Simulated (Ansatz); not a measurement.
Consider vertical spin-state energies of ClFGeH₄SSi, SMILES F[SiH](Cl)[S][GeH3] (Ansatz 0.2.0 through its Python package).

The script reads `clfgeh4ssi.xyz`:
```text
9

F    -0.51780    1.97830    0.61420
Si   -0.45680    0.52380    1.46460
Cl    1.54690    0.15230    2.04990
S    -1.22940   -1.06280    0.20860
Ge    0.19040   -0.62450   -1.42800
H    -1.28820    0.61600    2.64930
H     1.68810   -0.74160   -0.94180
H    -0.01960   -1.60750   -2.60440
H    -0.03990    0.82360   -1.94340
```

`run_spin.py`
```python
# -*- coding: utf-8 -*-
from dataclasses import dataclass
import warnings

import ansatz


@dataclass(frozen=True)
class Settings:
    basis: str = "def2-SVPD"
    functional: str = "r2scan"
    dispersion: str = "d3bj"


settings = Settings()


def main():
    warnings.simplefilter("ignore", ansatz.DeckWarning)

    molecule = ansatz.Crystal.molecule_from_extxyz("clfgeh4ssi.xyz")

    base = (
        molecule.calculation()
        .basis(gaussian=settings.basis)
        .functional(settings.functional, dispersion=settings.dispersion)
    )
    found = {}
    for unpaired in [0, 2, 4]:
        summary = base.spin("collinear", total=unpaired).run(threads=1).report
        s = unpaired / 2
        found[unpaired] = summary["free_energy_ev"]
        print(f"2S+1 = {unpaired + 1}: E = {found[unpaired]:.5f} eV, <S^2> = {abs(summary['mean_field']['state']['spin_squared']):.3f} (pure state {s * (s + 1):.2f})")
    lowest = min(found, key=found.get)
    for unpaired, e in found.items():
        print(f"multiplicity {unpaired + 1}: {23.060548 * (e - found[lowest]):.1f} kcal/mol above the lowest")


if __name__ == "__main__":
    main()
```

Which spin state is lowest at this geometry, and how far above lie the others?

In order: multiplicity 1 (+0.00 eV), multiplicity 3 (+5.34 eV) and multiplicity 5 (+11.69 eV), all at the one geometry.

The output:

```console
$ python run_spin.py
2S+1 = 1: E = -90518.26295 eV, <S^2> = 0.000 (pure state 0.00)
2S+1 = 3: E = -90512.91978 eV, <S^2> = 2.007 (pure state 2.00)
2S+1 = 5: E = -90506.57677 eV, <S^2> = 6.011 (pure state 6.00)
multiplicity 1: 0.0 kcal/mol above the lowest
multiplicity 3: 123.2 kcal/mol above the lowest
multiplicity 5: 269.5 kcal/mol above the lowest
```

Total energies depend on the basis set; only differences at equal settings carry meaning. The geometry is a force-field or estimated start, not a minimum of this method, and the basis set is short of its limit. All parts are taken at fixed geometry, without zero-point energy. A dispersion term here runs with damping parameters fitted for another variant or functional. The script silences the warnings on its input, which a real study should read. The whole script took 5.9 min on 1 thread of Arm Neoverse V1, on a shared host, peak memory 0.52 GiB.

(A comment or docstring line of the script was reworded after the run, the code is as it ran; lines on the test bed's own set-up are left out of the output.)
